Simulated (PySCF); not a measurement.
# C2H7NSi: the cost of one run

Programs: PySCF 2.14.0, with density-fitted response routines of our own. Each step states its level of theory. These are calculated values for one molecule in the gas phase, unless marked as measured. Atoms count from 0, in the outputs and in this text.

### Step 1. The starting structure

11 atoms, charge 0, multiplicity 1; geometry from: GFN2-xTB. The atoms were then displaced at random by about 0.01 Å, so the start is not that level's minimum.

Bonds of the start (Å): C0–N1 1.27, N1–Si2 1.74, Si2–C3 1.86, C0–H4 1.09, C0–H5 1.06, Si2–H6 1.45, Si2–H7 1.47, C3–H8 1.11, C3–H9 1.12, C3–H10 1.08.

### Step 2. Geometry optimisation at PBE0-D3(BJ)/def2-SVP

What the job is given:

```
{"job": {"xc": "PBE0", "basis": "def2-SVP", "d3": "d3bj", "grid": 1, "shake": 0.01, "kind": "geom"}, "charge": 0, "multiplicity": 1}
C      2.207180     0.236150     0.295120
N      1.098310     0.362680    -0.317660
Si    -0.309950    -0.632720    -0.513890
C     -1.682300     0.408760     0.187740
H      2.906450     1.067430     0.230490
H      2.485890    -0.599480     0.886120
H     -0.364890    -0.782750    -1.957730
H     -0.253450    -1.943860     0.143410
H     -1.637950     0.538880     1.286440
H     -2.670860    -0.072540    -0.007010
H     -1.740300     1.391630    -0.248700
```

On the command line:

```
OMP_NUM_THREADS=1 python probes_run.py task.json out
```

This one command runs all jobs of the session in turn.

**Question.** How long does this first job take on 1 thread of Arm Neoverse V2, shared host, and how much memory does it need?

About 19 s, with a peak of 0.39 GiB.
